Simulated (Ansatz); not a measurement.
# ScZnI2: the cost of one run

Program: Ansatz 0.2.0. Level of theory: DFT PBE, scalar-relativistic, plane waves, PAW. These are calculated values, not measurements.

## 1. The starting structure

It takes space group Fd-3m (No. 227, cubic). Conventional cell: a = 10.403 Å, b = 10.403 Å, c = 10.403 Å, α = 90.00°, β = 90.00°, γ = 90.00°. Sc (site symmetry -43m) is surrounded by 12 I at 4.31 Å. Zn (site symmetry -43m) has 4 I at 2.25 Å as nearest neighbours. I (site symmetry -3m) is surrounded by 2 Zn at 2.25 Å.

Structure file:

```xyz
8
Lattice="0.0000 5.2017 5.2017 5.2017 0.0000 5.2017 5.2017 5.2017 0.0000" Properties=species:S:1:pos:R:3 pbc="T T T"
Sc    5.2017    5.2017    5.2017
Sc    7.8025    7.8025    7.8025
Zn    2.6008    2.6008    2.6008
Zn    0.0000    0.0000    0.0000
I     1.3004    1.3004    1.3004
I     3.9012    3.9012    1.3004
I     3.9012    1.3004    3.9012
I     1.3004    3.9012    3.9012
```

The cell is invented: 4-connected net, bridging atoms on its edges, guests in its cages (Fd-3m, No. 227). The dimensions are guesses.

## 2. A first look at the guess

The input, input.yaml:

```yaml
crystal:
  lattice:
    - [0.0, 5.20166406, 5.20166406]
    - [5.20166406, 0.0, 5.20166406]
    - [5.20166406, 5.20166406, 0.0]
  atoms:
    - { symbol: Sc, position: [0.5, 0.5, 0.5] }
    - { symbol: Sc, position: [0.75, 0.75, 0.75] }
    - { symbol: Zn, position: [0.25, 0.25, 0.25] }
    - { symbol: Zn, position: [0.0, 0.0, 0.0] }
    - { symbol: I, position: [0.125, 0.125, 0.125] }
    - { symbol: I, position: [0.125, 0.125, 0.625] }
    - { symbol: I, position: [0.125, 0.625, 0.125] }
    - { symbol: I, position: [0.625, 0.125, 0.125] }
basis:
  ecutwfc: 420
kpoints:
  mp_grid: { grid: [4, 4, 4] }
hamiltonian:
  xc: pbe
scf:
  occupations: { method: gaussian, width: 0.1 }
  lower_state_search: "off"
output:
  forces: true
  stress: true
  eigenvalues: true
```

On the command line:

```console
$ ansatz run input.yaml --threads 1 --pin off --max-ram 2560MiB --backend cpu --events-out ev --progress --plain --runs-dir out
```

Q: Estimate wall time and peak memory on 1 thread of Intel Xeon Platinum 8488C (Sapphire Rapids), shared host.

About 8.1 s, with a peak of 0.66 GiB.
